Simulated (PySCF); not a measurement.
**Au³⁺: ionisation energy in def2-TZVPPD with ECP60**

Wanted: the ionisation energy of gold, up a ladder of methods.

Method: unrestricted determinants in a Gaussian basis, no spin-orbit coupling in the energies. Code: PySCF 2.14.0.

## (1) The atom as given

```
Element                                   : gold (Z = 79)
Basis                                     : def2-TZVPPD with the def2 core potential (60 electrons) (6s5p3d2f1g, 59 functions)
Hamiltonian                               : scalar relativity through the core potential
State 1                                   : Au³⁺: [Xe] 4f14 5d8, high-spin 3F determinant
Needed too, but not shown                 : Au²⁺ [Xe] 4f14 5d9 (2D)
Methods                                   : CCSD(T)
Core shells frozen in the correlated runs : valence and next inner shell: nothing (for Au³⁺)
```

The outer shells:

Au3+ [Xe] 4f14 5d8
```
[Xe] core
4f [↑↓][↑↓][↑↓][↑↓][↑↓][↑↓][↑↓]
5d [↑↓][↑↓][↑↓][↑ ][↑ ]
```

The runs were made by one driver on top of PySCF. The scripts below sum up each run's settings (the driver also hands on starting orbitals that pick excited configurations, and frozen orbitals as a list rather than a count), and the logs come from the driver's own runs. The driver starts from symmetry-adapted Hartree-Fock orbitals, holds the occupation by maximum overlap and uses a logarithmic radial grid for functionals, so a plain start would take other cycles.

The integrals over 59 functions and the set-up took 0.17 s of CPU time.

## (2) Au³⁺, at CCSD(T) (valence and next inner shell)

**CCSD(T) (valence and next inner shell)**

input.py reads:

```python
from pyscf import gto, scf, dft, mp, cc
import basis_set_exchange as bse
txt = bse.get_basis("def2-TZVPPD", elements=["Au"], fmt="nwchem", header=False)
cut = txt.index("\nECP")
mol = gto.M(atom="Au 0 0 0", charge=3, spin=2, symmetry="D2h",
            basis=gto.basis.parse(txt[:cut]),
            ecp={"Au": gto.basis.parse_ecp(txt[cut:])})
mf = scf.UHF(mol)
mf.irrep_nelec = {'Ag': (3, 1), 'B1g': (1, 1), 'B2g': (1, 1), 'B3g': (1, 1), 'B1u': (1, 1), 'B2u': (1, 1), 'B3u': (1, 1)}
mf.kernel()
mycc = cc.CCSD(mf, frozen=0).run()
mycc.ccsd_t()
```

Before running it: what results should come out?

As calculated:

| quantity | value |
| --- | --- |
| ionisation energy, Au²⁺ | UHF 30.900, CCSD(T) (valence and next inner shell) 32.451 eV; reference 30 ± 1.6 |

Accuracy by level (over 1 difference):

```
                                method  mean absolute miss against CCSD(T) (valence and next inner shell) (eV)
                                   UHF                                                                   1.551
    MP2 (valence and next inner shell)                                                                   0.185
SCS-MP2 (valence and next inner shell)                                                                   0.016
   CCSD (valence and next inner shell)                                                                   0.086
CCSD(T) (valence and next inner shell)                                                                   0.000
```

The methods span 1.735 eV, from UHF (30.900) to MP2 (valence and next inner shell) (32.635). The reference is uncertain or not like for like (spin-orbit coupling or other relativistic terms), so no ranking of close methods is drawn. All values hold for this basis alone; no basis-set limit was taken.
